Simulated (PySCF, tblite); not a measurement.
# C₇H₁₀F₂O₂: geometry, infrared bands and NMR shifts

Wanted: the infrared bands and NMR shifts of C₇H₁₀F₂O₂ (`CO[C@@H]1[C@@H](F)CCC(=O)[C@@H]1F`), by calculation.

Computed with tblite 0.8.0 and PySCF 2.14.0, with density-fitted response routines of our own, on a single molecule in the gas phase. Atoms are numbered from 0 throughout.

### 1 The molecule as given

21 atoms, charge 0, multiplicity 1; geometry from: force field or distance geometry start.

Bonds of the start (Å): C0–O1 1.41, O1–C2 1.41, C2–C3 1.50, C3–F4 1.41, C3–C5 1.49, C5–C6 1.50, C6–C7 1.49, C7–O8 1.23, C7–C9 1.47, C9–F10 1.39, C9–C2 1.49, C0–H11 1.09, C0–H12 1.11, C0–H13 1.12, C2–H14 1.10, C3–H15 1.11, C5–H16 1.12, C5–H17 1.10, C6–H18 1.10, C6–H19 1.11, C9–H20 1.13.

### 2 Geometry optimisation with GFN2-xTB

Job settings and geometry (Å):

```
{"job": {"kind": "relax", "xc": "GFN2-xTB", "basis": "xTB"}, "charge": 0, "multiplicity": 1}
C      2.875200    -0.129300    -0.173000
O      1.541200     0.020100    -0.601700
C      0.654900     0.036400     0.489400
C     -0.229500    -1.170600     0.432500
F     -0.500700    -1.656000     1.724000
C     -1.458900    -1.049600    -0.401200
C     -2.314400     0.143000    -0.070400
C     -1.431000     1.338900    -0.019100
O     -1.831800     2.414600    -0.471000
C     -0.066900     1.336900     0.540800
F      0.637600     2.257400    -0.231900
H      3.491100    -0.138600    -1.074600
H      3.212700     0.679900     0.508100
H      3.029200    -1.118600     0.320700
H      1.261500    -0.055900     1.403600
H      0.385200    -1.964900    -0.034000
H     -2.086100    -1.957600    -0.202300
H     -1.157700    -1.068000    -1.463400
H     -2.908500    -0.008500     0.845300
H     -3.006700     0.286800    -0.925400
H     -0.105100     1.820500     1.558100
```

On the command line:

```bash
> OMP_NUM_THREADS=1 python probes_run.py task.json out
```

One launch serves the whole session: the jobs run in the order shown.

**Question.** This job is followed by: GFN2-xTB harmonic vibrations, gas phase; GIAO PBE0/pcSseg-1 NMR shielding, non-relativistic, gas phase. Predict these results of the whole session: strongest single infrared mode (GFN2-xTB); zero-point energy (GFN2-xTB); ¹³C shifts against TMS (PBE0/pcSseg-1); ¹H shifts against TMS (PBE0/pcSseg-1, means over atoms taken as alike); ¹⁷O shifts against H2O (PBE0/pcSseg-1); ¹⁹F shifts against CFCl3 (PBE0/pcSseg-1); surface potential, 1st and 99th percentile.

**Answer**, as computed:

```
                                                              quantity                                               value
                             strongest single infrared mode (GFN2-xTB)                               1803 cm⁻¹, 351 km/mol
                                          zero-point energy (GFN2-xTB)                                      102.0 kcal/mol
                                ¹³C shifts against TMS (PBE0/pcSseg-1)      209.0, 100.0, 93.9, 88.5, 62.3, 39.1, 32.4 ppm
¹H shifts against TMS (PBE0/pcSseg-1, means over atoms taken as alike)  5.57, 5.06, 4.40, 3.79, 2.65, 2.32, 2.30, 2.19 ppm
                                ¹⁷O shifts against H2O (PBE0/pcSseg-1)                                     669.0, 39.9 ppm
                              ¹⁹F shifts against CFCl3 (PBE0/pcSseg-1)                                  -225.0, -228.5 ppm
                                 surface potential, 1st and 99th percentile                                  -1.68 V and 1.11 V
```

What this shows: Over 153 steps the energy fell by 0.893 eV; of the close pairs, C2–C9 changed most, 1.488 to 1.546 Å. No mode is imaginary among the 57: a minimum at this level. The strongest single mode, at 1803 cm⁻¹, moves mainly C7 and O8. GFN2-xTB is a fitted tight-binding method: band positions and strengths are rough. Its intensities can rank the bands wrongly. The most deshielded carbon is C7 (ketone carbonyl carbon), at 209.0 ppm: low-lying n→π* states of the double bond to the heteroatom give a large paramagnetic term (-269 ppm). H20 (hydrogen on an sp3 CH bonded to F, α to a carbonyl) lies farthest downfield among hydrogen, at 5.57 ppm; its carbon carries F, hence the downfield position. At PBE0/pcSseg-1: The widest tensor belongs to O8: span 1316 ppm, with a paramagnetic part of -729 ppm. At PBE0/pcSseg-1, counted by nearest atom on the grid, the HOMO lies on O8 55 %; C6, C9 about 10 % each, the LUMO on C7 43 %; O8 30 %.
